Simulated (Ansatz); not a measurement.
Born–Oppenheimer molecular dynamics of a periodic cell of 16 atoms, Li (start crystal Li, start structure bcc, volume 1 times the crystal's). It starts from a structure without forces on its atoms.

Method: DFT PBE-D3(BJ), scalar-relativistic, plane waves, PAW in Ansatz 0.2.0. Settings: accuracy low, cutoff 420 eV, k mesh 3x3x3, fermi-dirac smearing 0.11 eV, no spin polarisation.

```json
{
  "ensemble": "NVT, Langevin thermostat",
  "time step": "1 fs",
  "steps asked": "50",
  "set temperature": "1300 K",
  "friction": "0.02 /fs",
  "seed": "844460"
}
```

Frames 2 fs apart, positions in Å, forces in eV/Å.

Velocities at 10.0 fs (Å/ps):

```
Li -3.64 13.74 -0.40
Li 5.68 12.52 -2.14
Li -7.23 13.21 -6.20
Li -6.83 -9.56 -5.85
Li 2.04 -15.76 4.33
Li -29.16 5.93 1.12
Li 5.60 -9.04 -18.75
Li 22.61 1.16 -1.30
Li -1.59 19.08 1.46
Li 9.80 12.79 -7.70
Li -4.94 11.19 -3.73
Li -0.43 5.95 2.66
Li 14.25 -25.39 -7.74
Li -3.11 2.90 -8.23
Li 9.70 -23.67 0.76
Li -13.71 -4.48 -14.16
```

```xyz
16
Lattice="6.9800 0.0000 0.0000 0.0000 6.9800 0.0000 0.0000 0.0000 6.9800" Properties=species:S:1:pos:R:3:forces:R:3 time_fs=10.0 energy_less_start_eV=0.446 T=1030
Li -0.026 0.052 0.074 0.12 -0.20 -0.26
Li 3.489 0.170 -0.060 0.15 -0.28 -0.04
Li -0.131 3.614 -0.104 0.22 -0.19 -0.01
Li -0.091 -0.055 3.499 0.15 -0.04 0.05
Li 1.884 1.591 1.774 -0.27 0.29 0.06
Li 3.217 3.512 0.019 0.44 -0.10 0.13
Li 3.459 -0.091 3.375 0.15 0.03 0.12
Li 5.454 1.717 1.613 -0.28 0.16 0.21
Li -0.013 3.630 3.558 0.22 -0.23 -0.16
Li 1.802 5.322 1.667 -0.17 -0.06 0.05
Li 1.774 1.894 5.313 -0.18 -0.22 -0.18
Li 3.481 3.580 3.530 0.02 -0.25 -0.23
Li 5.345 5.003 1.714 -0.27 0.30 -0.01
Li 5.207 1.751 5.132 -0.05 0.10 0.04
Li 1.851 5.035 5.257 -0.18 0.45 -0.05
Li 5.168 5.099 5.081 -0.07 0.24 0.29
16
Lattice="6.9800 0.0000 0.0000 0.0000 6.9800 0.0000 0.0000 0.0000 6.9800" Properties=species:S:1:pos:R:3:forces:R:3 time_fs=12.0 energy_less_start_eV=0.602 T=924
Li -0.035 0.079 0.073 0.15 -0.26 -0.29
Li 3.496 0.196 -0.065 0.16 -0.30 -0.06
Li -0.142 3.635 -0.114 0.24 -0.21 -0.05
Li -0.100 -0.081 3.489 0.16 -0.03 0.07
Li 1.891 1.560 1.784 -0.29 0.35 0.07
Li 3.166 3.523 0.021 0.52 -0.15 0.19
Li 3.474 -0.116 3.336 0.18 0.04 0.16
Li 5.499 1.717 1.611 -0.33 0.18 0.23
Li -0.020 3.664 3.557 0.26 -0.28 -0.15
Li 1.822 5.346 1.659 -0.22 -0.08 0.04
Li 1.766 1.917 5.306 -0.19 -0.27 -0.20
Li 3.480 3.589 3.533 0.01 -0.28 -0.28
Li 5.378 4.957 1.706 -0.34 0.36 -0.01
Li 5.197 1.755 5.118 -0.04 0.11 0.03
Li 1.869 4.991 5.259 -0.22 0.56 -0.08
Li 5.140 5.089 5.061 -0.06 0.26 0.34
16
Lattice="6.9800 0.0000 0.0000 0.0000 6.9800 0.0000 0.0000 0.0000 6.9800" Properties=species:S:1:pos:R:3:forces:R:3 time_fs=14.0 energy_less_start_eV=0.771 T=783
Li -0.043 0.101 0.078 0.18 -0.31 -0.32
Li 3.500 0.223 -0.072 0.16 -0.32 -0.07
Li -0.143 3.652 -0.122 0.25 -0.24 -0.08
Li -0.105 -0.099 3.479 0.16 -0.03 0.10
Li 1.900 1.539 1.786 -0.31 0.39 0.08
Li 3.122 3.538 0.019 0.59 -0.19 0.26
Li 3.488 -0.139 3.297 0.20 0.06 0.20
Li 5.536 1.712 1.610 -0.37 0.21 0.25
Li -0.027 3.695 3.551 0.30 -0.32 -0.12
Li 1.836 5.364 1.667 -0.25 -0.10 0.01
Li 1.759 1.944 5.303 -0.20 -0.32 -0.22
Li 3.481 3.592 3.537 0.01 -0.32 -0.33
Li 5.411 4.913 1.704 -0.41 0.42 -0.03
Li 5.188 1.755 5.104 -0.03 0.13 0.03
Li 1.884 4.949 5.262 -0.25 0.67 -0.12
Li 5.111 5.078 5.046 -0.03 0.28 0.37
16
Lattice="6.9800 0.0000 0.0000 0.0000 6.9800 0.0000 0.0000 0.0000 6.9800" Properties=species:S:1:pos:R:3:forces:R:3 time_fs=16.0 energy_less_start_eV=0.928 T=579
Li -0.051 0.113 0.071 0.21 -0.36 -0.34
Li 3.507 0.242 -0.080 0.14 -0.34 -0.07
Li -0.132 3.667 -0.134 0.23 -0.25 -0.11
Li -0.106 -0.116 3.467 0.15 -0.01 0.12
Li 1.908 1.526 1.787 -0.32 0.42 0.08
Li 3.077 3.562 0.017 0.66 -0.25 0.32
Li 3.502 -0.161 3.260 0.23 0.08 0.23
Li 5.564 1.710 1.596 -0.39 0.23 0.28
Li -0.035 3.713 3.547 0.32 -0.35 -0.09
Li 1.847 5.370 1.685 -0.29 -0.10 -0.02
Li 1.750 1.964 5.293 -0.19 -0.37 -0.23
Li 3.490 3.591 3.537 0.00 -0.34 -0.38
Li 5.447 4.878 1.700 -0.47 0.46 -0.04
Li 5.174 1.761 5.098 -0.01 0.14 0.02
Li 1.900 4.911 5.258 -0.29 0.77 -0.18
Li 5.077 5.071 5.029 0.01 0.29 0.40
16
Lattice="6.9800 0.0000 0.0000 0.0000 6.9800 0.0000 0.0000 0.0000 6.9800" Properties=species:S:1:pos:R:3:forces:R:3 time_fs=18.0 energy_less_start_eV=1.035 T=536
Li -0.049 0.123 0.053 0.23 -0.38 -0.33
Li 3.515 0.252 -0.090 0.12 -0.35 -0.06
Li -0.110 3.674 -0.143 0.21 -0.25 -0.13
Li -0.099 -0.135 3.454 0.13 0.02 0.15
Li 1.919 1.521 1.785 -0.33 0.43 0.08
Li 3.043 3.586 0.021 0.70 -0.29 0.36
Li 3.508 -0.186 3.222 0.27 0.11 0.26
Li 5.580 1.715 1.587 -0.39 0.22 0.28
Li -0.031 3.724 3.536 0.33 -0.37 -0.05
Li 1.853 5.377 1.703 -0.32 -0.11 -0.06
Li 1.741 1.984 5.281 -0.17 -0.41 -0.24
Li 3.500 3.590 3.522 -0.01 -0.36 -0.40
Li 5.488 4.858 1.692 -0.53 0.48 -0.06
Li 5.159 1.770 5.101 0.01 0.14 0.00
Li 1.913 4.884 5.247 -0.31 0.83 -0.23
Li 5.046 5.070 5.013 0.07 0.29 0.42
16
Lattice="6.9800 0.0000 0.0000 0.0000 6.9800 0.0000 0.0000 0.0000 6.9800" Properties=species:S:1:pos:R:3:forces:R:3 time_fs=20.0 energy_less_start_eV=1.114 T=483
Li -0.049 0.136 0.031 0.23 -0.38 -0.31
Li 3.528 0.258 -0.097 0.10 -0.35 -0.07
Li -0.090 3.675 -0.140 0.19 -0.25 -0.16
Li -0.087 -0.161 3.445 0.11 0.07 0.16
Li 1.925 1.521 1.776 -0.35 0.43 0.08
Li 3.017 3.607 0.033 0.73 -0.31 0.38
Li 3.513 -0.203 3.186 0.30 0.13 0.30
Li 5.583 1.725 1.582 -0.38 0.20 0.29
Li -0.015 3.736 3.524 0.31 -0.39 -0.02
Li 1.852 5.392 1.708 -0.33 -0.13 -0.08
Li 1.726 2.003 5.272 -0.13 -0.44 -0.24
Li 3.511 3.585 3.508 -0.03 -0.36 -0.43
Li 5.536 4.848 1.686 -0.58 0.50 -0.07
Li 5.157 1.788 5.099 0.02 0.13 -0.02
Li 1.919 4.865 5.232 -0.31 0.87 -0.24
Li 5.015 5.065 5.006 0.12 0.28 0.43
16
Lattice="6.9800 0.0000 0.0000 0.0000 6.9800 0.0000 0.0000 0.0000 6.9800" Properties=species:S:1:pos:R:3:forces:R:3 time_fs=22.0 energy_less_start_eV=1.174 T=451
Li -0.045 0.141 0.005 0.22 -0.38 -0.29
Li 3.543 0.261 -0.099 0.09 -0.34 -0.09
Li -0.071 3.671 -0.137 0.17 -0.26 -0.20
Li -0.077 -0.177 3.441 0.08 0.10 0.17
Li 1.925 1.518 1.758 -0.36 0.43 0.10
Li 2.999 3.621 0.048 0.73 -0.31 0.38
Li 3.517 -0.220 3.154 0.33 0.15 0.32
Li 5.585 1.732 1.577 -0.36 0.18 0.29
Li -0.001 3.748 3.513 0.30 -0.41 0.01
Li 1.838 5.419 1.709 -0.32 -0.16 -0.11
Li 1.714 2.018 5.261 -0.09 -0.47 -0.24
Li 3.524 3.583 3.495 -0.06 -0.37 -0.46
Li 5.578 4.832 1.671 -0.63 0.53 -0.06
Li 5.163 1.800 5.088 0.02 0.12 -0.01
Li 1.919 4.855 5.224 -0.30 0.89 -0.25
Li 4.989 5.053 5.000 0.18 0.29 0.45
16
Lattice="6.9800 0.0000 0.0000 0.0000 6.9800 0.0000 0.0000 0.0000 6.9800" Properties=species:S:1:pos:R:3:forces:R:3 time_fs=24.0 energy_less_start_eV=1.203 T=496
Li -0.045 0.143 -0.014 0.21 -0.37 -0.29
Li 3.562 0.258 -0.100 0.07 -0.33 -0.10
Li -0.053 3.665 -0.138 0.17 -0.27 -0.23
Li -0.068 -0.198 3.438 0.05 0.13 0.18
Li 1.922 1.517 1.732 -0.36 0.43 0.12
Li 2.995 3.637 0.064 0.72 -0.31 0.35
Li 3.524 -0.224 3.128 0.34 0.15 0.33
Li 5.580 1.739 1.569 -0.33 0.16 0.29
Li 0.008 3.755 3.503 0.29 -0.41 0.02
Li 1.819 5.443 1.707 -0.30 -0.18 -0.13
Li 1.708 2.027 5.237 -0.05 -0.47 -0.22
Li 3.543 3.590 3.480 -0.09 -0.37 -0.49
Li 5.617 4.820 1.647 -0.67 0.56 -0.04
Li 5.164 1.824 5.077 0.02 0.09 0.00
Li 1.923 4.854 5.211 -0.29 0.88 -0.24
Li 4.970 5.040 5.000 0.22 0.31 0.45
16
Lattice="6.9800 0.0000 0.0000 0.0000 6.9800 0.0000 0.0000 0.0000 6.9800" Properties=species:S:1:pos:R:3:forces:R:3 time_fs=26.0 energy_less_start_eV=1.191 T=553
Li -0.049 0.141 -0.032 0.20 -0.35 -0.28
Li 3.583 0.248 -0.101 0.05 -0.32 -0.12
Li -0.034 3.653 -0.146 0.17 -0.26 -0.24
Li -0.062 -0.216 3.434 0.02 0.18 0.20
Li 1.921 1.525 1.702 -0.36 0.42 0.14
Li 3.008 3.662 0.081 0.68 -0.31 0.32
Li 3.539 -0.217 3.112 0.34 0.14 0.32
Li 5.566 1.746 1.563 -0.30 0.14 0.28
Li 0.007 3.755 3.490 0.30 -0.42 0.05
Li 1.790 5.472 1.705 -0.25 -0.21 -0.13
Li 1.696 2.033 5.212 0.00 -0.47 -0.19
Li 3.569 3.600 3.465 -0.14 -0.36 -0.51
Li 5.655 4.810 1.634 -0.70 0.58 -0.06
Li 5.162 1.851 5.071 0.02 0.06 0.01
Li 1.929 4.862 5.199 -0.28 0.85 -0.23
Li 4.966 5.029 5.012 0.25 0.32 0.45
16
Lattice="6.9800 0.0000 0.0000 0.0000 6.9800 0.0000 0.0000 0.0000 6.9800" Properties=species:S:1:pos:R:3:forces:R:3 time_fs=28.0 energy_less_start_eV=1.162 T=633
Li -0.052 0.127 -0.061 0.17 -0.31 -0.26
Li 3.596 0.236 -0.098 0.04 -0.31 -0.14
Li -0.011 3.647 -0.161 0.15 -0.26 -0.23
Li -0.065 -0.233 3.444 0.00 0.22 0.20
Li 1.924 1.541 1.675 -0.37 0.39 0.16
Li 3.016 3.679 0.098 0.65 -0.28 0.29
Li 3.554 -0.216 3.098 0.32 0.13 0.30
Li 5.542 1.752 1.558 -0.24 0.12 0.26
Li 0.008 3.747 3.471 0.31 -0.42 0.09
Li 1.749 5.500 1.701 -0.19 -0.22 -0.14
Li 1.687 2.041 5.193 0.04 -0.46 -0.17
Li 3.588 3.611 3.447 -0.18 -0.34 -0.52
Li 5.693 4.803 1.623 -0.73 0.59 -0.07
Li 5.149 1.880 5.062 0.03 0.02 0.03
Li 1.938 4.883 5.193 -0.27 0.80 -0.23
Li 4.965 5.015 5.021 0.27 0.33 0.44
16
Lattice="6.9800 0.0000 0.0000 0.0000 6.9800 0.0000 0.0000 0.0000 6.9800" Properties=species:S:1:pos:R:3:forces:R:3 time_fs=30.0 energy_less_start_eV=1.129 T=685
Li -0.060 0.106 -0.094 0.15 -0.24 -0.23
Li 3.601 0.211 -0.094 0.04 -0.28 -0.16
Li 0.012 3.639 -0.172 0.13 -0.27 -0.23
Li -0.081 -0.248 3.459 -0.01 0.26 0.19
Li 1.933 1.565 1.651 -0.39 0.34 0.18
Li 3.022 3.692 0.120 0.63 -0.25 0.25
Li 3.570 -0.217 3.083 0.30 0.12 0.29
Li 5.513 1.761 1.562 -0.19 0.09 0.22
Li 0.003 3.744 3.452 0.34 -0.42 0.14
Li 1.712 5.529 1.697 -0.13 -0.23 -0.14
Li 1.687 2.048 5.173 0.07 -0.46 -0.16
Li 3.596 3.616 3.438 -0.20 -0.29 -0.54
Li 5.730 4.798 1.608 -0.78 0.59 -0.09
Li 5.137 1.908 5.043 0.03 -0.02 0.07
Li 1.949 4.910 5.191 -0.28 0.74 -0.22
Li 4.963 5.010 5.037 0.28 0.32 0.42
16
Lattice="6.9800 0.0000 0.0000 0.0000 6.9800 0.0000 0.0000 0.0000 6.9800" Properties=species:S:1:pos:R:3:forces:R:3 time_fs=32.0 energy_less_start_eV=1.094 T=888
Li -0.066 0.090 -0.132 0.13 -0.18 -0.18
Li 3.610 0.170 -0.092 0.03 -0.22 -0.16
Li 0.036 3.632 -0.182 0.12 -0.28 -0.25
Li -0.106 -0.263 3.470 -0.01 0.28 0.18
Li 1.944 1.595 1.630 -0.40 0.28 0.19
Li 3.023 3.709 0.145 0.61 -0.22 0.20
Li 3.584 -0.221 3.071 0.28 0.11 0.28
Li 5.479 1.780 1.572 -0.14 0.04 0.17
Li -0.003 3.727 3.434 0.34 -0.39 0.16
Li 1.678 5.564 1.688 -0.09 -0.24 -0.13
Li 1.686 2.051 5.149 0.10 -0.46 -0.14
Li 3.599 3.629 3.429 -0.20 -0.25 -0.54
Li 5.760 4.785 1.580 -0.81 0.61 -0.07
Li 5.135 1.937 5.026 0.02 -0.06 0.10
Li 1.950 4.932 5.185 -0.28 0.69 -0.21
Li 4.961 5.013 5.063 0.29 0.29 0.39
```

Of the whole run (50 fs, mean temperature of the second half 882 K): The mean temperature of the second half is 32 % below the set value. A run of 0.05 ps of so small a system gives no equilibrium averages. Limits of this set-up: coarse k mesh, low accuracy level.

Run time: 6.9 min on 1 thread of Intel(R) Xeon(R) Platinum 8259CL CPU @ 2.50GHz (Skylake/Cascade Lake), with other jobs on the host, peak memory 0.64 GiB.
